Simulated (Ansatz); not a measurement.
# CHClGa+ (quintet): from Hartree-Fock to the top rungs, cc-pVDZ

An exercise on one series of results from a longer session: the logs are not shown, and one member is left open.

The runs use Ansatz 0.2.0, Gaussian basis; cc-pVDZ, core rule «outside noble gas», up to 20 orbitals frozen.

To be run: UHF; CCSD(T) on ROHF; CCSD(T) on UHF; BCCD(T) on ROHF; CISD; CCSDT(Q) on ROHF; CCSDT(Q) on UHF.

31 further runs of the same task are left out: 3 for a known fault of the program, 15 that didn't finish, 13 set aside as unsound or not needed.

### The geometry

The geometry is a PBE0/def2-TZVP stationary point (not a proven minimum) of the parent state, kept for this charge and spin. No spin-orbit coupling is included. The filled d shell of Ga may be among the frozen orbitals whatever the setting's name suggests; the logs give the count.

4 atoms, charge 1, spin multiplicity 5.

Atoms are counted from 1 here; the program's logs count them from 0.

Bond lengths: C1–Ga2 1.935 Å, Ga2–Cl3 2.137 Å, Ga2–H4 1.551 Å. Angles: C1–Ga2–Cl3 115.5°, C1–Ga2–H4 123.6°, Cl3–Ga2–H4 120.9°.

Set-up of the first run:

The input, in.yaml:

```yaml
crystal:
  periodic: [false, false, false]
  atoms:
    - {symbol: C, position_ang: [0.000000, -1.191151, 1.729045]}
    - {symbol: Ga, position_ang: [0.000000, 0.296335, 0.491689]}
    - {symbol: Cl, position_ang: [0.000000, -0.229904, -1.579353]}
    - {symbol: H, position_ang: [0.000000, 1.781823, 0.936251]}
basis:
  gaussian: {orbitals: cc-pVDZ}
total_charge: 1
magnetization: {spin_polarized: true, initial_magnetization: 4}
hamiltonian: {xc: hf}
output: {orbitals: {seedname: orbitals}}
```

Started as:

```
$ ansatz run in.yaml --threads 1 --pin off --events-out ev --progress --plain --max-ram 2393MiB
```

Steps of the session up to this table: UHF; CCSD(T) on ROHF; CCSD(T) on UHF; BCCD(T) on ROHF; CISD; CCSDT(Q) on ROHF; CCSDT(Q) on UHF.

One of the session's tables, all rows but one given; the rest of the session is left out.

```
   method  from UCCSDT(Q) (kcal/mol)
     ROHF                          ?
      UHF                    +167.58
     RMP2                     +32.49
     UMP2                     +32.73
    RCCSD                      +5.38
    UCCSD                      +5.25
 RCCSD(T)                      +1.43
 UCCSD(T)                      +1.37
  BCCD(T)                      +1.33
   RCCSDT                      +0.37
   UCCSDT                      +0.31
RCCSDT(Q)                      +0.08
UCCSDT(Q)                          0
```

Estimate the missing values for ROHF.

As computed: from UCCSDT(Q) (kcal/mol): +171.50. In the column «from UCCSDT(Q) (kcal/mol)» it is the highest.

Not comparable, so not listed: CISD (they don't share determinant, frozen orbitals or solution with the rows shown, or repeat one).

Limits of these values: Restricted and unrestricted rows rest on different reference determinants; where their highest levels disagree by more than a few hundredths of an eV, they describe different states and don't form one ladder.
